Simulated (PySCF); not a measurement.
# K²⁺ with other numerical set-ups

Which parts of the numerical set-up matter for K²⁺? Each run edits the base script.

Computed with PySCF 2.14.0. Level: each script names its method and basis.

2 further runs of the same task are left out: 2 that didn't finish.

### Step 1. The atom

K²⁺: 1 atom, charge 2, spin multiplicity 2.

### Step 2. Base script

Input file input.py:

```python
from pyscf import gto, scf, cc

mol = gto.M(
    atom='K 0 0 0',
    basis='6-311++g**',
    charge=2,
    spin=1,
    verbose=4,
)
mf = scf.ROHF(mol)
mf.kernel()
mycc = cc.CCSD(mf, frozen=5)
mycc.kernel()
mycc.ccsd_t()
mf.dip_moment()
print('orbital energies (hartree):', mf.mo_energy[..., max(0, mol.nelec[1]-3):mol.nelec[0]+3].round(4))
```

Started as:

```sh
$ OMP_NUM_THREADS=1 python input.py
```

The log of this run is left out.

It gives: E(SCF) = -597.875932 Eh, 7 cycles, E(CCSD) − E(SCF) = -0.15575 Eh, (T) = -0.00217 Eh.

### Step 3. Spin-free X2C on

Edit 1 changes spin-free X2C: off → on.

Input file input.py:

```python
from pyscf import gto, scf, cc

mol = gto.M(
    atom='K 0 0 0',
    basis='6-311++g**',
    charge=2,
    spin=1,
    verbose=4,
)
mf = scf.ROHF(mol)
mf = mf.sfx2c1e()
mf.kernel()
mycc = cc.CCSD(mf, frozen=5)
mycc.kernel()
mycc.ccsd_t()
mf.dip_moment()
print('orbital energies (hartree):', mf.mo_energy[..., max(0, mol.nelec[1]-3):mol.nelec[0]+3].round(4))
```

Started as:

```sh
$ OMP_NUM_THREADS=1 python input.py
```

### Step 4. Density fitting def2-universal-jkfit

Edit 2 changes density fitting: none → def2-universal-jkfit.

Edit input.py of step 2 so:

```diff
@@ -10,2 +10,3 @@
 mf = scf.ROHF(mol)
+mf = mf.density_fit(auxbasis='def2-universal-jkfit')
 mf.kernel()
```

### Step 5. Crenbl (core potential on)

Edit 3 changes basis set: 6-311++g** → crenbl; core potential: off → on; frozen orbitals: 5 → none. The core potential changes with it: totals don't compare.

Edit input.py of step 2 so:

```diff
@@ -4,3 +4,4 @@
     atom='K 0 0 0',
-    basis='6-311++g**',
+    basis='crenbl',
+    ecp={'K': 'crenbl'},
     charge=2,
@@ -11,3 +12,3 @@
 mf.kernel()
-mycc = cc.CCSD(mf, frozen=5)
+mycc = cc.CCSD(mf)
 mycc.kernel()
```

### Step 6. Lanl2dz (core potential on)

Edit 4 changes basis set: 6-311++g** → lanl2dz; core potential: off → on; frozen orbitals: 5 → none. The core potential changes with it: totals don't compare.

Edit input.py of step 2 so:

```diff
@@ -4,3 +4,4 @@
     atom='K 0 0 0',
-    basis='6-311++g**',
+    basis='lanl2dz',
+    ecp={'K': 'lanl2dz'},
     charge=2,
@@ -11,3 +12,3 @@
 mf.kernel()
-mycc = cc.CCSD(mf, frozen=5)
+mycc = cc.CCSD(mf)
 mycc.kernel()
```

### Step 7. X2c-tzvpall (X2C on)

Edit 5 changes basis set: 6-311++g** → x2c-tzvpall; spin-free X2C: off → on.

Edit input.py of step 2 so:

```diff
@@ -4,3 +4,3 @@
     atom='K 0 0 0',
-    basis='6-311++g**',
+    basis='x2c-tzvpall',
     charge=2,
@@ -10,2 +10,3 @@
 mf = scf.ROHF(mol)
+mf = mf.sfx2c1e()
 mf.kernel()
```

### Step 8. Def2-qzvp

Edit 6 changes basis set: 6-311++g** → def2-qzvp.

Edit input.py of step 2 so:

```diff
@@ -4,3 +4,3 @@
     atom='K 0 0 0',
-    basis='6-311++g**',
+    basis='def2-qzvp',
     charge=2,
```

Q: Predict the outcome of this session. Wanted: for each run, E(SCF); from base; after the SCF.

As calculated:

| run | E(SCF) (hartree) | from base (eV) | cycles | functions | after the SCF |
| --- | --- | --- | --- | --- | --- |
| base | -597.875932 | 0 | 7 | 43 | CCSD(T) correlation -4.297 eV, core frozen |
| spin-free X2C on | -599.974180 | -57.0962 | 7 | 43 | CCSD(T) correlation -4.297 eV, core frozen |
| density fitting def2-universal-jkfit | -597.875931 | 0.0000 | 7 | 43 | CCSD(T) correlation -4.296 eV, core frozen |
| crenbl (core potential on) | -26.639193 | not comparable | 6 | 17 | CCSD(T) correlation -0.787 eV |
| lanl2dz (core potential on) | -26.539411 | not comparable | 6 | 12 | CCSD(T) correlation -0.009 eV |
| x2c-tzvpall (X2C on) | -600.176872 | not comparable | 6 | 33 | CCSD(T) correlation -3.859 eV, core frozen |
| def2-qzvp | -597.890147 | -0.3868 | 6 | 56 | CCSD(T) correlation -4.295 eV, core frozen |

What this shows: The SCF energy stays the same, to the digits that matter, with density fitting def2-universal-jkfit. The largest comparable shift of the SCF energy, -57.096 eV, comes with the run “spin-free X2C on”. Scalar relativity lowers the total energy by 57.10 eV, nearly all of it in the inner shells; a basis contracted without relativity catches only part of it. def2-qzvp (56 functions) gives an energy 0.39 eV lower than 6-311++g** (43). The dearest run is “def2-qzvp”, at 6.9 s against 1.7 s.
